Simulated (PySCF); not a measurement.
# C2H3NOSi: the cost of one run

Computed with PySCF 2.14.0, with density-fitted response routines of our own, on a single molecule in the gas phase. Atoms count from 0, in the outputs and in this text.

### Step 1. The starting structure

8 atoms, charge 0, multiplicity 1; geometry from: GFN2-xTB. The atoms were then displaced at random by about 0.01 Å, so the start is not that level's minimum.

Bonds of the start (Å): N0–C1 1.15, C1–Si2 1.87, Si2–C3 1.88, C3–O4 1.22, Si2–H5 1.45, Si2–H6 1.47, C3–H7 1.12.

### Step 2. Relaxing the molecule at PBE0-D3(BJ)/def2-SVP

What the job is given:

```
{"job": {"xc": "PBE0", "basis": "def2-SVP", "d3": "d3bj", "grid": 1, "shake": 0.01, "kind": "geom"}, "charge": 0, "multiplicity": 1}
N      2.296610     1.515270    -0.609690
C      1.534450     0.703770    -0.337930
Si     0.318920    -0.649880     0.109540
C     -1.342820     0.228540     0.106950
O     -2.186380     0.094400     0.982290
H      0.362310    -1.618870    -0.973250
H      0.678430    -1.160180     1.442360
H     -1.606390     0.867790    -0.772730
```

Started as:

```
> OMP_NUM_THREADS=1 python probes_run.py task.json out
```

The driver reads the jobs from task.json and runs them one after another.

Q: Estimate the wall time and peak memory of this first job on 1 thread of Arm Neoverse V2, shared host.

About 43 s, with a peak of 0.38 GiB.
